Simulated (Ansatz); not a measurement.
# GaGe3 (Fm-3m) in Ansatz: further runs

One crystal, GaGe3, is run at these levels: PBEsol; tasks: band structure.

Everything below comes from runs of Ansatz 0.2.0. Logs are shortened: lines on timing, memory, paths and dates and some standing lists are left out, and cuts for length are marked.

## Step 1: The cell of the first run

It takes space group Fm-3m (No. 225, cubic). Conventional cell: a = 6.774 Å, b = 6.774 Å, c = 6.774 Å, α = 90.00°, β = 90.00°, γ = 90.00°. Ge (site symmetry m-3m) has 8 Ge at 2.93 Å as nearest neighbours. Around Ge (site symmetry -43m) lie 4 Ge at 2.93 Å and 4 Ga at 2.93 Å. Around Ga (site symmetry m-3m) lie 8 Ge at 2.93 Å.

The cell comes from a database or a generator and needn't be the stable form of this composition.

## Step 2: Band structure, PBEsol (strain_xy = 0)

input.yaml

```yaml
crystal:
  lattice:
    - [0.0, 3.387167, 3.387167]
    - [3.387167, 0.0, 3.387167]
    - [3.387167, 3.387167, 0.0]
  atoms:
    - { symbol: Ge, position: [0.5, 0.5, 0.5] }
    - { symbol: Ge, position: [0.75, 0.75, 0.75] }
    - { symbol: Ge, position: [0.25, 0.25, 0.25] }
    - { symbol: Ga, position: [0.0, 0.0, 0.0] }
kpoints:
  mp_grid: { grid: [7, 7, 7] }
  band_path:
    path:
      - [0.0, 0.0, 0.0]
      - [0.5, 0.0, 0.5]
      - [0.5, 0.25, 0.75]
      - [0.375, 0.375, 0.75]
      - [0.0, 0.0, 0.0]
      - [0.5, 0.5, 0.5]
      - [0.625, 0.25, 0.625]
      - [0.5, 0.25, 0.75]
    npoints: 8
scf:
  occupations: { method: fermi_dirac, width: 0.05 }
hamiltonian:
  xc: pbesol
  pseudopotentials: { kind: all_electron, lapw: { basis_error: 0.002 } }
output:
  forces: true
  stress: true
  eigenvalues: true
```

Potentials or basis: all-electron LAPW, scalar-relativistic.

On the command line:

```bash
$ ansatz run input.yaml --threads 2 --pin off --max-ram 8192MiB --backend cpu --events-out ev --progress --plain --runs-dir out
```

The log of the run:

```text
Warning: RAYON_NUM_THREADS=2 ignored (pool sized by the plan → 2); use --threads N
LAPW: plane waves up to 6.960 Å⁻¹, error target 2.0e-3 eV per atom; small_component_spin mean_spin; Ga in spheres of 1.478 Å, 21 of its electrons in bands, Dirac shells []; Ge in spheres of 1.455 Å, 22 of its electrons in bands, Dirac shells [] (how accurate: hamiltonian.pseudopotentials.lapw.basis_error, Limitations)
Engine: ansatz 0.2.0, aarch64-unknown-linux-gnu
Pseudopotentials: kind: all_electron
Pseudopotential: Ge, LAPW, valence charge 22, lapw/all_electron/scalar/gaussian/Ge, Koelling and Harmon's equation, gaussian nucleus
Pseudopotential: Ga, LAPW, valence charge 21, lapw/all_electron/scalar/gaussian/Ga, Koelling and Harmon's equation, gaussian nucleus
Functional definition: PBEsol
  exchange = pbesol_x
  correlation = pbesol_c
Crystal: 4 atoms, lattice volume = 77.721 Å³
Basis set: ecut = 184.5495494191691 eV, 459 PW (Γ), exchange–correlation at level 2
Bands: 53, of which v1, the nominal top of the filled ones, is band 44 counted from 1 (43 counted from 0)
Symmetry: 48 space group operations
Space group: Fm-3m (ITA 225), of the structure as read, at distance tolerance 4.3e-5 Å
k-points: 20 of 343
Non-local potential: Ge, projectors of the file, none
Non-local potential: Ga, projectors of the file, none
Initial density: superposition of atomic densities (chi_scale 0.1, normalization cell, long waves kept (reshape's long-wave potential 0.00 eV rms))
Initial wavefunctions: plane waves of lowest kinetic energy (no species holds an atomic orbital)
Functional: x = pbesol(κ = 0.804, μ = 0.12345679012345678), c = pbesol(β = 0.046)
iter 1 solved again at ethr=2.56e-5 eV; its pass at ethr=1.00e-1 eV (dr2=2.23e-2 eV) is discarded
SCF iter   1: F=—  HF=-224083.820488 eV  |F-HF|=—  |Δ(HF+E_count)|=         —  Δρ=6.31e-3  dr2=2.24e-2  ethr=2.56e-5  ⟨swp⟩=3.0  Hψ=7068  notcnv=0
preconditioner: auto → Resta (q_TF=auto, 2.780 Å⁻¹)  ε∞=3.1  [insulator: Δε(μ)=0.194 eV  Ē_g=21.767 eV  σ=0.050 eV  W_gap=0.75  n_scr=26 (ndim 8)  ℏωp=31.2 eV  f_vac=0.000  D(μ)=1.01/eV (n_scr^D=0)  ε∞_Penn≈3.1]
SCF iter   2: F=—  HF=-224083.750661 eV  |F-HF|=—  |Δ(HF+E_count)|=   6.98e-2  Δρ=3.08e-3  dr2=4.58e-3  ethr=2.56e-5  ⟨swp⟩=2.0  Hψ=3223  notcnv=0
SCF iter   3: F=—  HF=-224083.740694 eV  |F-HF|=—  |Δ(HF+E_count)|=   9.97e-3  Δρ=1.85e-3  dr2=2.00e-3  ethr=5.26e-6  ⟨swp⟩=2.0  Hψ=3204  notcnv=0
SCF iter   4: F=—  HF=-224083.738566 eV  |F-HF|=—  |Δ(HF+E_count)|=   2.13e-3  Δρ=6.26e-4  dr2=2.47e-4  ethr=2.29e-6  ⟨swp⟩=2.0  Hψ=3204  notcnv=0
SCF iter   5: F=—  HF=-224083.738539 eV  |F-HF|=—  |Δ(HF+E_count)|=   2.69e-5  Δρ=3.69e-4  dr2=9.47e-5  ethr=2.84e-7  ⟨swp⟩=2.0  Hψ=3204  notcnv=0
iter 6 solved again at ethr=7.34e-9 eV; its pass at ethr=1.09e-7 eV (dr2=6.38e-6 eV) is discarded
SCF iter   6: F=—  HF=-224083.738566 eV  |F-HF|=—  |Δ(HF+E_count)|=   2.66e-5  Δρ=8.55e-5  dr2=6.38e-6  ethr=7.34e-9  ⟨swp⟩=2.0  Hψ=5368  notcnv=0
SCF iter   7: F=—  HF=-224083.738567 eV  |F-HF|=—  |Δ(HF+E_count)|=   1.48e-6  Δρ=1.28e-5  dr2=1.34e-7  ethr=7.33e-9  ⟨swp⟩=2.0  Hψ=3204  notcnv=0
SCF iter   8: F=-224083.738567 eV  HF=-224083.738567 eV  |F-HF|=1.62e-8  |Δ(HF+E_count)|=   1.07e-8  Δρ=3.50e-6  dr2=8.25e-9  ethr=1.55e-10  ⟨swp⟩=2.0  Hψ=3204  notcnv=0
SCF 1 converged in 8 iterations: F = -224083.738567 eV  dr2 = 8.25e-9
NSCF: frozen V_eff on 57 k-points
SCF converged after 8 iterations
Free energy (F): -224083.738567 eV
Harris-Foulkes:  -224083.738567 eV  (|F-HF|=1.62e-8)
Internal energy: -224083.729131 eV  (E = F + TS)
E sigma→0 (E₀):  -224083.733849 eV
Entropy (-TS):   -0.009436 eV (-2.359 meV/atom)
Fermi energy:    11.845868 eV
--- Per-component energies (eV) ---
  E_band       = -3752.332914
  E_kinetic    = 228685.235214
  E_xc         = -8400.196148
  E_electrostatic = -444368.768197  (all electrons and nuclei)
  E_smearing   = -0.009436  (= −TS)
  E_closure    = 0.000000  (closes the sum)
  E_atoms      = -224066.463186  (free atoms, spherical and without spin; not in F)
  Σ components = -224083.738567   (vs F -224083.738567, Δ=0.00e0)
  Basis errors (estimates in eV, not in F): energy 5.1e-4 per atom: plane waves 5.0e-4 (2.6e-4 summed), levels above the bands 1.6e-69, relativity 2.2e-8, radial functions 9.7e-6, core shells 1.7e-13; eigenvalues (radial functions only) 1.2e-5; not estimated: angular momenta, meshes, grids; target (lapw.basis_error) 2.0e-3; muffin-tin radii Ga 1.478 Å, Ge 1.455 Å
--- Forces (eV/Å), atoms counted from 1 ---
  atom   1  Ge    -0.00000000     0.00000000     0.00000000
  atom   2  Ge     0.00000000     0.00000000    -0.00000000
  atom   3  Ge     0.00000000    -0.00000000     0.00000000
  atom   4  Ga     0.00000000    -0.00000000    -0.00000000
  max |Σ_I F_I| component: 4.63e-18 eV/Å
--- Stress (GPa, compression-positive) ---
       -3.893775       0.000000       0.000000
        0.000000      -3.893775      -0.000000
        0.000000      -0.000000      -3.893775
  P = ⅓ Tr σ = -3.8938 GPa (-38.938 kbar)
--- Band table (eV; the first three rows and the last of 20) ---
  k-point 0: bands = ["-151.4974", "-151.4974", "-151.4847", "-131.3667", "-98.8068", "-98.8068", "-98.8068", "-98.8068", "-98.8068", "-98.8068", "-98.7942", "-98.7942", "-98.7942", "-82.2694", "-82.2694", "-82.2694", "-12.7921", "-12.7921", "-12.7861", "-12.7861", "-12.7861", "-12.7662", "-12.7662", "-12.7662", "-12.7266", "-12.7266", "-12.7171", "-12.7171", "-12.7047", "-12.7047", "-12.7047", "-2.8322", "-2.8322", "-2.8322", "-2.8074", "-2.8074", "-0.5951", "6.1326", "7.2560", "10.3251", "10.3251", "10.3251", "10.6086", "10.6086", "10.6086", "10.6952", "12.1528", "12.1528", "12.1528", "16.6083", "16.6083", "21.5976", "21.5976"]
  k-point 1: bands = ["-151.4974", "-151.4974", "-151.4847", "-131.3667", "-98.8068", "-98.8068", "-98.8068", "-98.8068", "-98.8068", "-98.8068", "-98.7942", "-98.7942", "-98.7942", "-82.2694", "-82.2694", "-82.2694", "-12.7898", "-12.7898", "-12.7896", "-12.7883", "-12.7883", "-12.7636", "-12.7636", "-12.7590", "-12.7294", "-12.7294", "-12.7181", "-12.7181", "-12.7084", "-12.7033", "-12.7033", "-2.8338", "-2.8311", "-2.8311", "-2.8078", "-2.8078", "-0.3998", "5.6759", "6.7345", "9.3764", "9.7200", "9.7200", "10.0075", "11.2155", "11.2155", "12.0433", "12.0433", "12.7377", "13.7685", "17.4775", "17.4775", "20.0719", "21.1067"]
  k-point 2: bands = ["-151.4974", "-151.4974", "-151.4847", "-131.3667", "-98.8068", "-98.8068", "-98.8068", "-98.8068", "-98.8068", "-98.8068", "-98.7942", "-98.7942", "-98.7942", "-82.2694", "-82.2694", "-82.2694", "-12.7954", "-12.7954", "-12.7908", "-12.7792", "-12.7792", "-12.7592", "-12.7592", "-12.7513", "-12.7367", "-12.7367", "-12.7208", "-12.7208", "-12.7151", "-12.7004", "-12.7004", "-2.8381", "-2.8288", "-2.8288", "-2.8083", "-2.8083", "0.1839", "4.2050", "6.2545", "8.3957", "9.3471", "9.3471", "10.6007", "10.6007", "10.8841", "13.2962", "13.2962", "15.3166", "16.3897", "17.5866", "19.3079", "19.3079", "19.6473"]
  k-point 19: bands = ["-151.4974", "-151.4974", "-151.4847", "-131.3667", "-98.8068", "-98.8068", "-98.8068", "-98.8068", "-98.8067", "-98.8067", "-98.7942", "-98.7942", "-98.7942", "-82.2694", "-82.2694", "-82.2694", "-12.8010", "-12.7941", "-12.7907", "-12.7734", "-12.7659", "-12.7610", "-12.7595", "-12.7506", "-12.7390", "-12.7390", "-12.7308", "-12.7261", "-12.7105", "-12.7038", "-12.6926", "-2.8381", "-2.8323", "-2.8211", "-2.8156", "-2.8077", "2.5971", "2.9708", "3.5394", "5.1273", "8.8851", "10.6767", "10.7797", "11.3164", "14.4200", "15.1190", "15.2011", "16.7501", "17.1498", "18.2610", "18.5082", "18.8111", "22.3674"]
```

Wall time 14 s (2 threads of Arm Neoverse V2, shared host); peak memory 0.35 GiB.

What came out:

* Free energy: -224083.7386 eV
* Pressure: -3.9 GPa
* Band gap along the path: none (metal or under the smearing width)

Levels at the corners of the path, in eV from the Fermi level:
| point | band 42 | band 43 | band 44 | band 45 | band 46 | band 47 |
| --- | --- | --- | --- | --- | --- | --- |
| Γ | -1.52 | -1.24 | -1.24 | -1.24 | -1.15 | 0.31 |
| X | -4.75 | 2.90 | 3.02 | 3.02 | 3.40 | 3.74 |
| W | -1.75 | -1.37 | -1.14 | 3.50 | 3.65 | 4.27 |
| K | -1.85 | 0.28 | 0.83 | 1.73 | 2.39 | 3.48 |
| Γ | -1.52 | -1.24 | -1.24 | -1.24 | -1.15 | 0.31 |
| L | -2.52 | -1.98 | -1.98 | 1.80 | 1.82 | 4.02 |
| U | -1.85 | 0.28 | 0.83 | 1.73 | 2.39 | 3.48 |
| W | -1.75 | -1.37 | -1.14 | 3.50 | 3.65 | 4.27 |

## Step 3: Band structure, PBEsol, 17.91 Å³/atom (strain_xy = -0.04)

input.yaml, as its differences from that of step 2:

```diff
@@ -2,5 +2,5 @@
   lattice:
-    - [0.0, 3.387167, 3.387167]
-    - [3.387167, 0.0, 3.387167]
-    - [3.387167, 3.387167, 0.0]
+    - [0.0, 3.25168032, 3.387167]
+    - [3.25168032, 0.0, 3.387167]
+    - [3.25168032, 3.25168032, 0.0]
   atoms:
@@ -15,9 +15,9 @@
       - [0.0, 0.0, 0.0]
-      - [0.5, 0.0, 0.5]
-      - [0.5, 0.25, 0.75]
-      - [0.375, 0.375, 0.75]
+      - [-0.5, 0.0, -0.5]
+      - [-0.5, -0.2304, -0.7304]
+      - [-0.3652, -0.3652, -0.7304]
       - [0.0, 0.0, 0.0]
-      - [0.5, 0.5, 0.5]
-      - [0.625, 0.25, 0.625]
-      - [0.5, 0.25, 0.75]
+      - [0.5, 0.5, 0.0]
+      - [0.3652, 0.3652, -0.2696]
+      - [0.0, 0.0, -0.5]
     npoints: 8
```

Potentials or basis: all-electron LAPW, scalar-relativistic.

On the command line:

```bash
$ ansatz run input.yaml --threads 2 --pin off --max-ram 8192MiB --backend cpu --events-out ev --progress --plain --runs-dir out
```

The log of the run:

```text
Warning: RAYON_NUM_THREADS=2 ignored (pool sized by the plan → 2); use --threads N
LAPW: plane waves up to 7.214 Å⁻¹, error target 2.0e-3 eV per atom; small_component_spin mean_spin; Ga in spheres of 1.438 Å, 21 of its electrons in bands, Dirac shells []; Ge in spheres of 1.418 Å, 22 of its electrons in bands, Dirac shells [] (how accurate: hamiltonian.pseudopotentials.lapw.basis_error, Limitations)
[... 7 set-up lines as earlier in the session ...]
Crystal: 4 atoms, lattice volume = 71.628 Å³
Basis set: ecut = 198.28186463588457 eV, 475 PW (Γ), exchange–correlation at level 2
Bands: 53, of which v1, the nominal top of the filled ones, is band 44 counted from 1 (43 counted from 0)
Symmetry: 16 space group operations
Space group: I4/mmm (ITA 139), of the structure as read, at distance tolerance 4.2e-5 Å
k-points: 40 of 343
[... 3 set-up lines as earlier in the session ...]
[... 15 lines left out ...]
SCF converged after 8 iterations
Free energy (F): -224083.790976 eV
Harris-Foulkes:  -224083.790976 eV  (|F-HF|=3.39e-8)
Internal energy: -224083.778294 eV  (E = F + TS)
E sigma→0 (E₀):  -224083.784635 eV
Entropy (-TS):   -0.012682 eV (-3.171 meV/atom)
Fermi energy:    13.165051 eV
--- Per-component energies (eV) ---
  E_band       = -3639.074438
  E_kinetic    = 228692.940093
  E_xc         = -8402.856693
  E_electrostatic = -444373.861693  (all electrons and nuclei)
  E_smearing   = -0.012682  (= −TS)
  E_closure    = 0.000000  (closes the sum)
  E_atoms      = -224066.463186  (free atoms, spherical and without spin; not in F)
  Σ components = -224083.790976   (vs F -224083.790976, Δ=0.00e0)
  Basis errors (estimates in eV, not in F): energy 5.0e-4 per atom: plane waves 4.9e-4 (2.6e-4 summed), levels above the bands 6.8e-75, relativity 2.7e-8, radial functions 1.1e-5, core shells 8.5e-12; eigenvalues (radial functions only) 1.7e-5; not estimated: angular momenta, meshes, grids; target (lapw.basis_error) 2.0e-3; muffin-tin radii Ga 1.438 Å, Ge 1.418 Å
--- Forces (eV/Å), atoms counted from 1 ---
  atom   1  Ge     0.00000000     0.00000000     0.00000000
  atom   2  Ge    -0.00000000     0.00000000     0.00000000
  atom   3  Ge    -0.00000000     0.00000000     0.00000000
  atom   4  Ga    -0.00000000    -0.00000000     0.00000000
  max |Σ_I F_I| component: 1.73e-18 eV/Å
--- Stress (GPa, compression-positive) ---
        1.194402       0.000000       0.000000
        0.000000       1.194402       0.000000
        0.000000       0.000000       2.611822
  P = ⅓ Tr σ = 1.6669 GPa (16.669 kbar)
--- Band table (eV; the first three rows and the last of 40) ---
  k-point 0: bands = ["-150.1490", "-150.1490", "-150.1208", "-130.0549", "-97.4618", "-97.4618", "-97.4616", "-97.4616", "-97.4539", "-97.4539", "-97.4327", "-97.4327", "-97.4280", "-80.9601", "-80.9601", "-80.9532", "-11.4691", "-11.4588", "-11.4511", "-11.4511", "-11.4483", "-11.4377", "-11.4296", "-11.4296", "-11.3798", "-11.3785", "-11.3638", "-11.3547", "-11.3521", "-11.3438", "-11.3438", "-1.5431", "-1.5386", "-1.5386", "-1.5115", "-1.5047", "0.0908", "7.6668", "8.8545", "11.3829", "11.3829", "11.6584", "11.7230", "11.7230", "11.7715", "12.5219", "12.9519", "13.7409", "13.7409", "17.7856", "18.1769", "23.6706", "23.9054"]
  k-point 1: bands = ["-150.1490", "-150.1490", "-150.1208", "-130.0549", "-97.4618", "-97.4618", "-97.4616", "-97.4616", "-97.4539", "-97.4539", "-97.4327", "-97.4327", "-97.4280", "-80.9601", "-80.9601", "-80.9532", "-11.4643", "-11.4581", "-11.4558", "-11.4545", "-11.4530", "-11.4309", "-11.4262", "-11.4208", "-11.3837", "-11.3819", "-11.3649", "-11.3564", "-11.3528", "-11.3457", "-11.3417", "-1.5434", "-1.5390", "-1.5370", "-1.5122", "-1.5051", "0.3000", "7.0621", "8.2001", "10.7210", "10.7927", "10.8339", "11.4104", "12.3796", "12.5163", "13.3109", "13.3560", "14.1467", "15.2852", "18.7194", "19.1690", "22.1325", "23.1680"]
  k-point 2: bands = ["-150.1490", "-150.1490", "-150.1208", "-130.0549", "-97.4617", "-97.4617", "-97.4616", "-97.4616", "-97.4539", "-97.4539", "-97.4327", "-97.4327", "-97.4280", "-80.9601", "-80.9601", "-80.9532", "-11.4643", "-11.4630", "-11.4585", "-11.4511", "-11.4422", "-11.4238", "-11.4207", "-11.4114", "-11.3943", "-11.3907", "-11.3680", "-11.3612", "-11.3584", "-11.3437", "-11.3374", "-1.5492", "-1.5368", "-1.5340", "-1.5134", "-1.5055", "0.9272", "5.3022", "7.7043", "9.7923", "10.4240", "10.4540", "11.6324", "11.9617", "12.3618", "14.4526", "14.7986", "16.9610", "18.0575", "19.4376", "20.8270", "21.0184", "21.4597"]
  k-point 39: bands = ["-150.1490", "-150.1490", "-150.1208", "-130.0549", "-97.4618", "-97.4618", "-97.4616", "-97.4616", "-97.4540", "-97.4539", "-97.4327", "-97.4327", "-97.4280", "-80.9601", "-80.9601", "-80.9532", "-11.4765", "-11.4733", "-11.4540", "-11.4430", "-11.4419", "-11.4164", "-11.4136", "-11.4078", "-11.4025", "-11.3855", "-11.3813", "-11.3665", "-11.3631", "-11.3310", "-11.3289", "-1.5605", "-1.5262", "-1.5227", "-1.5205", "-1.5100", "3.2130", "3.6570", "5.2988", "7.1176", "8.2550", "9.7766", "14.9637", "15.5829", "15.9189", "16.6125", "17.2021", "18.1310", "19.1155", "19.4284", "19.8281", "20.4692", "21.8534"]
```

bands.tsv:

```text
[... 71 lines left out ...]
```

It took 20 s on 2 threads of Arm Neoverse V2, shared host; peak memory 0.45 GiB.

What came out:

```yaml
Free_energy: -224083.7910 eV
Pressure: 1.7 GPa
Band_gap_along_the_path: none (metal or under the smearing width)
```

## Step 4: Band structure, PBEsol, 18.66 Å³/atom (strain_xy = -0.02)

input.yaml, as its differences from that of step 3:

```diff
@@ -2,5 +2,5 @@
   lattice:
-    - [0.0, 3.25168032, 3.387167]
-    - [3.25168032, 0.0, 3.387167]
-    - [3.25168032, 3.25168032, 0.0]
+    - [0.0, 3.31942366, 3.387167]
+    - [3.31942366, 0.0, 3.387167]
+    - [3.31942366, 3.31942366, 0.0]
   atoms:
@@ -15,9 +15,9 @@
       - [0.0, 0.0, 0.0]
-      - [-0.5, 0.0, -0.5]
-      - [-0.5, -0.2304, -0.7304]
-      - [-0.3652, -0.3652, -0.7304]
+      - [0.0, 0.5, 0.5]
+      - [-0.2401, 0.5, 0.2599]
+      - [-0.37005, 0.37005, 0.0]
       - [0.0, 0.0, 0.0]
       - [0.5, 0.5, 0.0]
-      - [0.3652, 0.3652, -0.2696]
-      - [0.0, 0.0, -0.5]
+      - [0.37005, 0.62995, 0.0]
+      - [0.0, 0.5, 0.0]
     npoints: 8
```

On the command line:

```bash
$ ansatz run input.yaml --threads 2 --pin off --max-ram 8192MiB --backend cpu --events-out ev --progress --plain --runs-dir out
```

Wall time 20 s (2 threads of Arm Neoverse V2, shared host); peak memory 0.45 GiB.

It converged, with:

| Item | Value |
| --- | --- |
| Free energy | -224083.7900 eV |
| Pressure | -1.4 GPa |
| Band gap along the path | none (metal or under the smearing width) |
